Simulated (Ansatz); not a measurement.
**SnF₂ (SMILES [F][Sn][F]): single points off equilibrium**

The atoms stand at a structure displaced at random from a GFN2-xTB minimum. How far do the functionals agree with CCSD(T) there?

The runs use Ansatz 0.2.0, Gaussian basis; single points in def2-TZVPP.

Cores are frozen in the correlated methods. Filled d shells of the heavier atoms are correlated. Core potentials replace the inner electrons past krypton, and spin-orbit coupling is left out.

## (1) The starting structure

SMILES `[F][Sn][F]`, 3 atoms, charge 0, spin multiplicity 1.

Atoms are counted from 1 here; the program's logs count them from 0.

Bond lengths: F1–Sn2 2.032 Å, Sn2–F3 2.007 Å. Angles: F1–Sn2–F3 104.0°.

As a file:

```
F    -1.43220    0.40370   -0.71840
Sn    0.31520    0.69740    0.27610
F     1.07520   -1.14930    0.47710
```

## (2) CCSD(T)/def2-TZVPP

The input, run/in.yaml:

```yaml
crystal:
  periodic: [false, false, false]
  atoms:
    - {symbol: F, position_ang: [-1.432200, 0.403700, -0.718400]}
    - {symbol: Sn, position_ang: [0.315200, 0.697400, 0.276100]}
    - {symbol: F, position_ang: [1.075200, -1.149300, 0.477100]}
basis:
  gaussian: {orbitals: def2-TZVPP}
correlation: {method: ccsd_t}
output: {forces: true}
```

No record of the launch command was kept for these runs.

## (3) PBE0-D4/def2-TZVPP

Changes to run/in.yaml since step 2:

```diff
@@ -8,3 +8,3 @@
   gaussian: {orbitals: def2-TZVPP}
-correlation: {method: ccsd_t}
-output: {forces: true}
+hamiltonian: {xc: pbe0, dispersion: d4}
+output: {forces: true, orbitals: {seedname: orbitals}}
```

## (4) wB97M-V/def2-TZVPP

Changes to run/in.yaml since step 3:

```diff
@@ -8,3 +8,3 @@
   gaussian: {orbitals: def2-TZVPP}
-hamiltonian: {xc: pbe0, dispersion: d4}
-output: {forces: true, orbitals: {seedname: orbitals}}
+hamiltonian: {xc: {name: wB97M-V}}
+output: {forces: true}
```

## (5) r2SCAN-D4/def2-TZVPP

Changes to run/in.yaml since step 4:

```diff
@@ -8,3 +8,3 @@
   gaussian: {orbitals: def2-TZVPP}
-hamiltonian: {xc: {name: wB97M-V}}
+hamiltonian: {xc: r2scan, dispersion: d4}
 output: {forces: true}
```

## (6) PBE-D4/def2-TZVPP

Changes to run/in.yaml since step 5:

```diff
@@ -8,3 +8,3 @@
   gaussian: {orbitals: def2-TZVPP}
-hamiltonian: {xc: r2scan, dispersion: d4}
+hamiltonian: {xc: pbe, dispersion: d4}
 output: {forces: true}
```

## (7) revPBE-D4/def2-TZVPP

Changes to run/in.yaml since step 6:

```diff
@@ -8,3 +8,3 @@
   gaussian: {orbitals: def2-TZVPP}
-hamiltonian: {xc: pbe, dispersion: d4}
+hamiltonian: {xc: {name: revPBE}, dispersion: d4}
 output: {forces: true}
```

## (8) B97M-V/def2-TZVPP

Changes to run/in.yaml since step 7:

```diff
@@ -8,3 +8,3 @@
   gaussian: {orbitals: def2-TZVPP}
-hamiltonian: {xc: {name: revPBE}, dispersion: d4}
+hamiltonian: {xc: {name: B97M-V}}
 output: {forces: true}
```

(Steps that only read results are left out.)

What does the calculation give? Wanted: energy less free atoms, CCSD(T)/def2-TZVPP; RMS force component; RMS force error; HOMO and LUMO, PBE0-D4; T1 diagnostic.

As calculated:

```
                                  quantity                                                                                            value
energy less free atoms, CCSD(T)/def2-TZVPP                                                                                    -950.1 kJ/mol
                       RMS force component                                                             0.444 to 0.969 eV/Å over the methods
                           RMS force error  PBE0-D4 0.100, wB97M-V 0.077, r2SCAN-D4 0.140, PBE-D4 0.440, revPBE-D4 0.541, B97M-V 0.138 eV/Å
                    HOMO and LUMO, PBE0-D4                                                                               -8.83 and -3.05 eV
                             T1 diagnostic                                                                                            0.018
```

Against CCSD(T) the functionals' energies less atoms differ by -98.6 to -16.1 kJ/mol, PBE-D4 by -98.6 kJ/mol. The reference is not at the basis limit: in triple zeta CCSD(T) underbinds, which counts against methods that bind more; the gaps are no ranking. For forces wB97M-V does best and revPBE-D4 worst.
